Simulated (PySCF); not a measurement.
# [Gd(H2O)3]3+: forces at shaken geometries

How stiff is [Gd(H2O)3]3+? Its atoms are displaced at random by several amounts. The structure is generated, not taken from experiment.

Method: B3LYP, Gd lcecp-1-SVP with ECP53, O def2-SVP, H def2-SVP; scalar-relativistic core potentials, no spin–orbit coupling; program: PySCF 2.14.0.

2 further runs of the same task are left out: 2 for a known fault of the program.

## (1) The starting structure

10 atoms, charge 3, spin multiplicity 1.

Bond lengths: Gd1–O2 2.289 Å, Gd1–O5 2.289 Å, Gd1–O8 2.289 Å, O2–H3 0.992 Å, O2–H4 0.992 Å, O5–H6 0.992 Å, O5–H7 0.992 Å, O8–H9 0.992 Å, O8–H10 0.992 Å. Angles: O2–Gd1–O5 120.0°, O2–Gd1–O8 120.0°, O5–Gd1–O8 120.0°, Gd1–O2–H3 128.6°, Gd1–O2–H4 128.6°, H3–O2–H4 102.8°, Gd1–O5–H6 128.6°, Gd1–O5–H7 128.6°, H6–O5–H7 102.8°, Gd1–O8–H9 128.6°, Gd1–O8–H10 128.6°, H9–O8–H10 102.8°.

Coordinates:

```
Gd    0.0000    0.0000    0.0000
O     2.2892    0.0000    0.0000
H     2.9078   -0.7561    0.1693
H     2.9078    0.7562   -0.1693
O    -1.1446    1.9825    0.0000
H    -0.7991    2.8963    0.1693
H    -2.1088    2.1402   -0.1693
O    -1.1446   -1.9825    0.0000
H    -2.1088   -2.1402    0.1693
H    -0.7991   -2.8963   -0.1693
```

Formal oxidation states: Gd +3. Each metal's 7 4f electrons lie in its core potential, so multiplicities, spins and levels count the valence alone. An earlier session relaxed this geometry at B3LYP, Gd lcecp-1-SVP with ECP53, O def2-SVP, H def2-SVP (singlet, point group D3).

Its energy there is -263.956869 Eh.

## (2) Atoms moved at random, σ = 0.15 Å

Input file run.py (the lines that set the calculation):

```python
mol = gto.M(atom='''
Gd    -0.15269    -0.12081    -0.08511
O      2.28730    -0.07705     0.08433
H      3.03749    -0.91230     0.23527
H      3.06303     0.81535    -0.09641
O     -1.11925     2.08668     0.26404
H     -0.81552     2.82444     0.06615
H     -2.31900     2.35660    -0.29721
O     -0.92214    -2.11405    -0.18825
H     -2.21090    -2.06711     0.11352
H     -0.84832    -2.79175    -0.09631''',
    basis={'Gd': 'lcecp-1-SVP', 'O': 'def2-SVP', 'H': 'def2-SVP'},
    ecp={'Gd': 'lcecp-1-SVP'},
    charge=3, spin=0)
mf = dft.RKS(mol, xc='B3LYP')
mf.grids.atom_grid = (50, 194)  # f atoms: unpruned, at least (60, 302)
mf = mf.density_fit()  # fitting sets: Gd AutoAux, O def2-universal-JKFIT, H def2-universal-JKFIT
mf.conv_tol = 1e-08; mf.max_cycle = 55
mf.kernel(dm0)  # dm0: the density of the relaxed state
```

Command:

```bash
$ OMP_NUM_THREADS=2 python run.py
```

The program printed:

```text
init E= -262.777728512157
  HOMO = -1.05786433306633  LUMO = -0.771233728203524  gap/eV = 7.79962
cycle= 1 E= -263.51585248739  delta_E= -0.738  |g|= 0.628  |ddm|= 1.08
  HOMO = -0.755039064131946  LUMO = -0.642133277483666  gap/eV = 3.07232
cycle= 2 E= -263.278563993498  delta_E= 0.237  |g|= 1.25  |ddm|= 1.16
  HOMO = -0.865242997314858  LUMO = -0.627543649955483  gap/eV = 6.46813
cycle= 3 E= -263.592466803403  delta_E= -0.314  |g|= 0.0977  |ddm|= 0.838
  HOMO = -0.850627376074517  LUMO = -0.635989343444466  gap/eV = 5.84060
cycle= 4 E= -263.593967612327  delta_E= -0.0015  |g|= 0.0523  |ddm|= 0.0974
  HOMO = -0.856111300156254  LUMO = -0.637262644772961  gap/eV = 5.95518
cycle= 5 E= -263.594469469323  delta_E= -0.000502  |g|= 0.0104  |ddm|= 0.0361
  HOMO = -0.855767998351503  LUMO = -0.637262845997581  gap/eV = 5.94583
cycle= 6 E= -263.594490369494  delta_E= -2.09e-05  |g|= 0.00238  |ddm|= 0.00737
  HOMO = -0.856099797083711  LUMO = -0.637156184088957  gap/eV = 5.95776
cycle= 7 E= -263.594491250354  delta_E= -8.81e-07  |g|= 0.00124  |ddm|= 0.00217
  HOMO = -0.856018280082985  LUMO = -0.637124998842352  gap/eV = 5.95639
cycle= 8 E= -263.594491554545  delta_E= -3.04e-07  |g|= 0.00017  |ddm|= 0.0009
  HOMO = -0.856051379199986  LUMO = -0.637138883193304  gap/eV = 5.95691
cycle= 9 E= -263.594491562071  delta_E= -7.53e-09  |g|= 2.83e-05  |ddm|= 0.000187
  HOMO = -0.856042340314811  LUMO = -0.637137090076298  gap/eV = 5.95672
Extra cycle  E= -263.594491561968  delta_E= 1.04e-10  |g|= 3.87e-05  |ddm|= 4.38e-05
converged SCF energy = -263.594491561968
```

Wall time 4.2 s (2 threads of Arm Neoverse V2, shared host).

It gives: E = -263.594492 Eh (+9.861 eV from the relaxed state), HOMO -23.29 eV, LUMO -17.34 eV, Mulliken charge on Gd1 +1.94 e, largest force component 43.083 eV/Å. 

```
atom       Fx       Fy  Fz (eV/Å)
 Gd1    2.626    2.470      0.356
  O2    4.420    0.534     -0.405
  H3   -2.768    2.870     -0.484
  H4   -3.154   -3.437      0.752
  O5   -9.765  -12.225     -0.263
  H6    5.549   12.344     -2.656
  H7    4.337   -0.990      2.515
  O8  -10.993   42.218     -3.876
  H9    4.515   -0.700     -1.295
 H10    5.232  -43.083      5.355
```

## (3) Atoms moved at random, σ = 0.15 Å

Input file run.py (the lines that set the calculation):

```python
mol = gto.M(atom='''
Gd    -0.08815     0.29350    -0.19869
O      2.37869     0.00978     0.21912
H      2.74482    -0.45762     0.11173
H      3.00463     0.69081    -0.44780
O     -1.08604     1.99218     0.13293
H     -0.60921     2.45474     0.23385
H     -2.15676     2.15678     0.11610
O     -1.15952    -2.01198    -0.19330
H     -2.27713    -2.05721     0.17273
H     -0.75133    -3.07098    -0.14668''',
    basis={'Gd': 'lcecp-1-SVP', 'O': 'def2-SVP', 'H': 'def2-SVP'},
    ecp={'Gd': 'lcecp-1-SVP'},
    charge=3, spin=0)
mf = dft.RKS(mol, xc='B3LYP')
mf.grids.atom_grid = (50, 194)  # f atoms: unpruned, at least (60, 302)
mf = mf.density_fit()  # fitting sets: Gd AutoAux, O def2-universal-JKFIT, H def2-universal-JKFIT
mf.conv_tol = 1e-08; mf.max_cycle = 55
mf.kernel(dm0)  # dm0: the density of the relaxed state
```

Command:

```bash
$ OMP_NUM_THREADS=2 python run.py
```

The program printed:

```text
init E= -262.993376373918
  HOMO = -1.03731448073578  LUMO = -0.740728699667842  gap/eV = 8.07051
cycle= 1 E= -263.215721277291  delta_E= -0.222  |g|= 0.581  |ddm|= 1.42
  HOMO = -0.728881213639625  LUMO = -0.655421046265766  gap/eV = 1.99895
cycle= 2 E= -262.972536468798  delta_E= 0.243  |g|= 1.22  |ddm|= 1.21
  HOMO = -0.869500602776814  LUMO = -0.636345444777732  gap/eV = 6.34448
cycle= 3 E= -263.277956912502  delta_E= -0.305  |g|= 0.155  |ddm|= 0.914
  HOMO = -0.84503108399311  LUMO = -0.646979852054015  gap/eV = 5.38925
cycle= 4 E= -263.282099711532  delta_E= -0.00414  |g|= 0.0647  |ddm|= 0.142
  HOMO = -0.851454883021088  LUMO = -0.6520350671899  gap/eV = 5.42649
cycle= 5 E= -263.282884976514  delta_E= -0.000785  |g|= 0.0106  |ddm|= 0.0519
  HOMO = -0.850841011392042  LUMO = -0.650794901407145  gap/eV = 5.44353
cycle= 6 E= -263.282908340396  delta_E= -2.34e-05  |g|= 0.00314  |ddm|= 0.0104
  HOMO = -0.851068181751664  LUMO = -0.650684252014316  gap/eV = 5.45272
cycle= 7 E= -263.282910027569  delta_E= -1.69e-06  |g|= 0.000996  |ddm|= 0.00245
  HOMO = -0.851222383570114  LUMO = -0.65069111766469  gap/eV = 5.45673
cycle= 8 E= -263.282910232454  delta_E= -2.05e-07  |g|= 0.000113  |ddm|= 0.000822
  HOMO = -0.851224569237811  LUMO = -0.650681488635593  gap/eV = 5.45706
cycle= 9 E= -263.282910236093  delta_E= -3.64e-09  |g|= 3.43e-05  |ddm|= 0.000165
  HOMO = -0.851209335023349  LUMO = -0.650686814104831  gap/eV = 5.45650
Extra cycle  E= -263.282910235718  delta_E= 3.75e-10  |g|= 5.75e-05  |ddm|= 6.9e-05
converged SCF energy = -263.282910235718
```

Wall time 4.2 s (2 threads of Arm Neoverse V2, shared host).

Result: E = -263.282910 Eh (+18.339 eV from the relaxed state), HOMO -23.16 eV, LUMO -17.71 eV, Mulliken charge on Gd1 +1.89 e, largest force component 66.690 eV/Å. 

```
atom       Fx       Fy  Fz (eV/Å)
 Gd1    3.192   -7.247     -0.683
  O2  -47.539   66.690      9.717
  H3   48.793  -64.699    -12.983
  H4   -2.123   -1.593      2.805
  O5  -38.439  -31.431     -7.060
  H6   32.724   35.701      7.741
  H7    2.930    0.955      0.349
  O8   -2.354   -1.628      1.859
  H9    4.518   -0.498     -1.575
 H10   -1.702    3.751     -0.171
```

## (4) Atoms moved at random, σ = 0.06 Å

Input file run.py (the lines that set the calculation):

```python
mol = gto.M(atom='''
Gd     0.08857    -0.02338     0.06754
O      2.23630     0.00289     0.05737
H      3.06270    -0.75344     0.07474
H      2.85663     0.88027    -0.08119
O     -1.20856     2.02187     0.04501
H     -0.76140     2.89487     0.01063
H     -2.26258     2.14900    -0.16409
O     -1.10813    -2.04994     0.08540
H     -2.05570    -2.20843     0.07895
H     -0.84783    -2.91371    -0.17435''',
    basis={'Gd': 'lcecp-1-SVP', 'O': 'def2-SVP', 'H': 'def2-SVP'},
    ecp={'Gd': 'lcecp-1-SVP'},
    charge=3, spin=0)
mf = dft.RKS(mol, xc='B3LYP')
mf.grids.atom_grid = (50, 194)  # f atoms: unpruned, at least (60, 302)
mf = mf.density_fit()  # fitting sets: Gd AutoAux, O def2-universal-JKFIT, H def2-universal-JKFIT
mf.conv_tol = 1e-08; mf.max_cycle = 55
mf.kernel(dm0)  # dm0: the density of the relaxed state
```

Command:

```bash
$ OMP_NUM_THREADS=2 python run.py
```

The program printed:

```text
init E= -263.649636890238
  HOMO = -0.929025695582208  LUMO = -0.678791250883609  gap/eV = 6.80923
cycle= 1 E= -263.908627088703  delta_E= -0.259  |g|= 0.248  |ddm|= 0.484
  HOMO = -0.837805182188852  LUMO = -0.635577579454947  gap/eV = 5.50289
cycle= 2 E= -263.885658836944  delta_E= 0.023  |g|= 0.433  |ddm|= 0.41
  HOMO = -0.878500457020039  LUMO = -0.632397189315735  gap/eV = 6.69681
cycle= 3 E= -263.921145608181  delta_E= -0.0355  |g|= 0.0207  |ddm|= 0.261
  HOMO = -0.880039149009885  LUMO = -0.634061359438744  gap/eV = 6.69340
cycle= 4 E= -263.921223568687  delta_E= -7.8e-05  |g|= 0.00592  |ddm|= 0.0196
  HOMO = -0.879495933779193  LUMO = -0.63412356500211  gap/eV = 6.67692
cycle= 5 E= -263.921228589478  delta_E= -5.02e-06  |g|= 0.00312  |ddm|= 0.00529
  HOMO = -0.880000053998216  LUMO = -0.634141444180885  gap/eV = 6.69015
cycle= 6 E= -263.92123036539  delta_E= -1.78e-06  |g|= 0.000486  |ddm|= 0.00206
  HOMO = -0.879952328582021  LUMO = -0.634136921545159  gap/eV = 6.68898
cycle= 7 E= -263.921230409022  delta_E= -4.36e-08  |g|= 0.00017  |ddm|= 0.00042
  HOMO = -0.879968411697718  LUMO = -0.634133742091862  gap/eV = 6.68950
cycle= 8 E= -263.921230414032  delta_E= -5.01e-09  |g|= 5.1e-05  |ddm|= 0.000136
  HOMO = -0.879950699719828  LUMO = -0.634135502417229  gap/eV = 6.68897
Extra cycle  E= -263.921230413298  delta_E= 7.34e-10  |g|= 8.17e-05  |ddm|= 8.79e-05
converged SCF energy = -263.921230413298
```

Run time: 4.1 s. Hardware: 2 threads of Arm Neoverse V2, shared host.

It gives: E = -263.921230 Eh (+0.970 eV from the relaxed state), HOMO -23.94 eV, LUMO -17.26 eV, Mulliken charge on Gd1 +1.94 e, largest force component 5.695 eV/Å. 

```
atom      Fx      Fy  Fz (eV/Å)
 Gd1  -2.300   0.229      0.223
  O2   5.695   0.194     -0.537
  H3  -2.666   2.113      0.045
  H4  -1.583  -2.181      0.427
  O5  -1.959  -1.215     -0.790
  H6  -0.540   0.438      0.032
  H7   3.103   0.057      0.697
  O8   0.442   2.483      0.124
  H9  -1.657   0.347      0.354
 H10   1.465  -2.465     -0.575
```

## (5) The displacements side by side

| σ (Å) | energy rise (eV) | harmonic estimate −½ F·u (eV) | largest force component (eV/Å) |
| --- | --- | --- | --- |
| 0.15 | 9.861 | 9.058 | 43.08 |
| 0.15 | 18.339 | 22.773 | 66.69 |
| 0.06 | 0.970 | 0.928 | 5.69 |

Every displacement raises the energy. For a harmonic well the rise equals −½ F·u; the two differ by at most 24 % here (a move with σ = 0.15 Å), from anharmonicity, the grid and the small forces left at the relaxed point. These are double-zeta-type bases without diffuse functions. Spin–orbit coupling is left out.
